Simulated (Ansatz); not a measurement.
# BH₆NOSi₂: a ladder of functionals and wavefunction methods

Aim: compute BH₆NOSi₂ with functionals from several rungs and with coupled cluster. The yardstick is the atomisation energy at the CCSD(T) limit.

The runs use Ansatz 0.2.0, Gaussian basis; functionals in def2-TZVPP, the program's frozen cores in correlated methods.

Plan: PBE-D4, r2SCAN-D4, PBE0-D4, B3LYP-D4, ωB97X-V, ωB97M-V, B2PLYP; CCSD(T)/def2-TZVPP; MP2/def2-QZVPP; extrapolation to the limit.

### Step 1. Structure used throughout

The geometry comes from an earlier relaxation with PBE0-D4 in a triple-zeta def2 set; it is a stationary point, not always the lowest conformer.

11 atoms, charge 0, spin multiplicity 1.

Atoms are counted from 1 here; the program's logs count them from 0.

Bond lengths: B1–Si2 1.961 Å, B1–Si5 2.040 Å, B1–H6 1.205 Å, B1–H7 1.205 Å, Si2–O3 1.624 Å, Si2–N4 1.673 Å, O3–H8 0.961 Å, N4–Si5 1.808 Å, N4–H9 1.007 Å, Si5–H10 1.490 Å, Si5–H11 1.490 Å. Angles: Si2–B1–Si5 78.1°, Si2–B1–H6 112.5°, Si2–B1–H7 112.7°, Si5–B1–H6 116.1°, Si5–B1–H7 116.3°, H6–B1–H7 115.5°, B1–Si2–O3 143.4°, B1–Si2–N4 98.1°, O3–Si2–N4 118.5°, Si2–O3–H8 121.0°, Si2–N4–Si5 92.8°, Si2–N4–H9 137.0°, Si5–N4–H9 130.2°, B1–Si5–N4 91.0°, B1–Si5–H10 119.6°, B1–Si5–H11 119.5°, N4–Si5–H10 108.5°, N4–Si5–H11 108.5° and more.

### Step 2. PBE-D4 (GGA)

Contents of in.yaml:

```yaml
crystal:
  periodic: [false, false, false]
  atoms:
    - {symbol: B, position_ang: [-0.717179, 1.346951, 0.101795]}
    - {symbol: Si, position_ang: [0.192147, 0.041275, -1.043927]}
    - {symbol: O, position_ang: [0.654628, -0.253709, -2.572120]}
    - {symbol: N, position_ang: [0.545208, -1.095806, 0.130714]}
    - {symbol: Si, position_ang: [-0.225080, -0.113476, 1.438776]}
    - {symbol: H, position_ang: [-1.888549, 1.452901, -0.159265]}
    - {symbol: H, position_ang: [-0.111661, 2.383894, 0.197180]}
    - {symbol: H, position_ang: [1.120715, -1.062261, -2.800607]}
    - {symbol: H, position_ang: [1.000903, -1.993189, 0.173485]}
    - {symbol: H, position_ang: [0.797875, 0.163410, 2.486516]}
    - {symbol: H, position_ang: [-1.303509, -0.926990, 2.068054]}
basis:
  gaussian: {orbitals: def2-TZVPP}
hamiltonian: {xc: pbe, dispersion: d4}
output: {forces: true, orbitals: {seedname: orbitals}}
```

The run is started by

```sh
$ ansatz run in.yaml --threads 4 --pin off --events-out ev --progress --plain --max-ram 10444MiB
```

After this run come: r2SCAN-D4 (meta-GGA); PBE0-D4 (hybrid); B3LYP-D4 (hybrid); ωB97X-V (range-separated); ωB97M-V (range-separated); B2PLYP (double hybrid); CCSD(T) in def2-TZVPP; MP2 in def2-QZVPP.

Before running them: what should the planned runs give, taken together? Wanted: atomisation energy, CCSD(T)/CBS; farthest; mean size of error, hybrid; mean size of error, range-separated; gap, smallest and largest; T1 diagnostic; triples share of the correlation energy.

**Answer**, as computed:

| quantity | value |
| --- | --- |
| atomisation energy, CCSD(T)/CBS | 40.134 eV |
| functionals within 0.201 eV (0.5 %) | PBE0-D4, B3LYP-D4 |
| farthest | PBE-D4 (+0.687 eV) |
| mean size of error, hybrid | 0.036 eV |
| mean size of error, range-separated | 0.296 eV |
| gap, smallest and largest | 4.37 eV (PBE-D4), 10.54 eV (ωB97X-V) |
| T1 diagnostic | 0.0142 |
| triples share of the correlation energy | 4.1 % |

What this shows: PBE-D4 misses by +0.687 eV. Double hybrids carry the basis error of their MP2 part in triple zeta, and no dispersion term here, so their miss is partly the set-up's. The reference freezes the cores and leaves out relativity and excitations past (T), so misses under about 0.201 eV can't be ranked. Hartree-Fock recovers 71 % of the binding; the rest is correlation. Orbital gaps span 4.4 to 10.5 eV; exact exchange widens them.
